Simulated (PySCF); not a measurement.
# LiBr (SMILES [Li][Br]): CCSDTQ/STO-3G

Aim: the energy change on altering one bond length of LiBr at CCSDTQ/STO-3G, from 2 runs. The job is set up through a Python script.

The results are computed with PySCF 2.14.0.

11 further runs of the same task are left out: 11 set aside as unsound or not needed.

**1. The system as given**

LiBr: 2 atoms, total charge 0, spin state singlet. SMILES: `[Li][Br]`. The shape is that of a PBE0-D4/def2-TZVP optimisation.

Bond lengths: Li1–Br2 2.172 Å.

**2. A single-point energy at CCSDTQ/STO-3G**

Contents of run.py:

```python
from pyscf import gto, scf, cc

system = gto.Mole()
system.atom = '''
Li      -0.910300       0.277700      -0.476100
Br       0.939700      -0.337900       0.480100
'''
system.verbose = 3
system.basis = 'sto-3g'
system.charge = 0
system.max_memory = 1860
system.build()

mf = scf.RHF(system)
mf.conv_tol = 1e-10
mf.kernel()
if not mf.converged:
    mf = mf.newton().run(mf.mo_coeff, mf.mo_occ)

mycc = cc.CCSDTQ(mf, frozen=9)
mycc.kernel()
etot = mycc.e_tot
print('E(%s) = %.9f' % ('CCSDTQ', etot))
```

Run with:

```console
OMP_NUM_THREADS=1 python run.py
```

What it wrote:

```text
converged SCF energy = -2552.08334234575
_make_eris_incore_RCCSDTQ
RCCSDTQ converged
E(RCCSDTQ) = -2552.105964106207   E_corr = -0.02262176045531058
E_corr(same-spin) = -0.00525389095182602
E_corr(oppo-spin) = -0.0173678695034846
E(CCSDTQ) = -2552.105964106
```

Run time: 18 s. Hardware: 1 thread of Arm Neoverse V2, shared host; peak memory 0.14 GiB.

**3. The distorted shape, same level**

Contents of job.py:

```python
from pyscf import gto, scf, cc

molecule = gto.M(
    atom=[
    ('Li', (-2.390340, 0.770193, -1.241081)),
    ('Br', (0.939700, -0.337900, 0.480100)),
],
    charge=0,
    max_memory=1860,
    verbose=4,
    basis='sto-3g',
)

mf = scf.RHF(molecule)
mf.conv_tol = 1e-10
mf.kernel()
if not mf.converged:
    mf = mf.newton().run(mf.mo_coeff, mf.mo_occ)

mycc = cc.CCSDTQ(mf, frozen=9)
mycc.kernel()
e_final = mycc.e_tot
print(f'total energy: {e_final:.8f} hartree')
```

Run with:

```console
OMP_NUM_THREADS=1 python job.py
```

What it wrote:

```text
PySCF version 2.14.0

[INPUT] num. atoms = 2
[INPUT] num. electrons = 38
[INPUT] charge = 0
[INPUT] spin (= nelec alpha-beta = 2S) = 0
[INPUT] symmetry False subgroup None
[INPUT] Mole.unit = angstrom
[INPUT] Symbol           X                Y                Z      unit          X                Y                Z       unit  Magmom
[INPUT]  1 Li    -2.390340000000   0.770193000000  -1.241081000000 AA   -4.517087944593   1.455453833057  -2.345303188401 Bohr   0.0
[INPUT]  2 Br     0.939700000000  -0.337900000000   0.480100000000 AA    1.775775639254  -0.638538457491   0.907257512404 Bohr   0.0

nuclear repulsion = 14.2146396022026
number of shells = 11
number of NR pGTOs = 69
number of NR cGTOs = 23
basis = sto-3g
ecp = {}

[... 20 lines left out ...]
WARN: HOMO -0.0375700497941212 == LUMO -0.0375700497941004
[... 22 lines left out ...]
converged SCF energy = -2551.90451598134
[... 20 lines left out ...]
Init t2, MP2 energy = -2551.933338011669  E_corr(MP2) -0.028822030332
[... 34 lines left out ...]
RCCSDTQ converged
[... 3 lines left out ...]
total energy: -2551.96497273 hartree
```

Wall time 35 s (1 thread of Arm Neoverse V2, shared host); peak memory 0.14 GiB.

**4. What came out**

Level: CCSDTQ/STO-3G, 9 core orbitals frozen.

| quantity | value |
| --- | --- |
| first shape: total energy | -2552.10596 Eh |
| first shape: dipole moment (Hartree–Fock density) | 4.66 D |
| first shape: HOMO energy (Hartree–Fock orbitals) | -7.52 eV |
| first shape: LUMO energy (Hartree–Fock orbitals) | 1.96 eV |
| first shape: HOMO–LUMO gap (Hartree–Fock orbitals) | 9.49 eV |
| first shape: correlation energy (9 core orbitals frozen) | -22.6 mEh |
| first shape: T1 diagnostic | 0.014 |
| distorted shape: total energy | -2551.96497 Eh |
| distorted shape: dipole moment (Hartree–Fock density) | 9.12 D |
| distorted shape: HOMO energy (Hartree–Fock orbitals) | -4.70 eV |
| distorted shape: LUMO energy (Hartree–Fock orbitals) | 0.38 eV |
| distorted shape: HOMO–LUMO gap (Hartree–Fock orbitals) | 5.09 eV |
| distorted shape: correlation energy (9 core orbitals frozen) | -60.5 mEh |
| distorted shape: T1 diagnostic | 0.063 |
| energy change with the Li1–Br2 bond stretched from 2.172 to 3.909 Å | 3.837 eV |

What this shows: With the Li1–Br2 bond stretched from 2.172 to 3.909 Å the energy rises by 3.84 eV (88 kcal/mol). The first shape isn't relaxed at this level, so the change isn't measured from a minimum. The minimal basis adds a large error of its own.
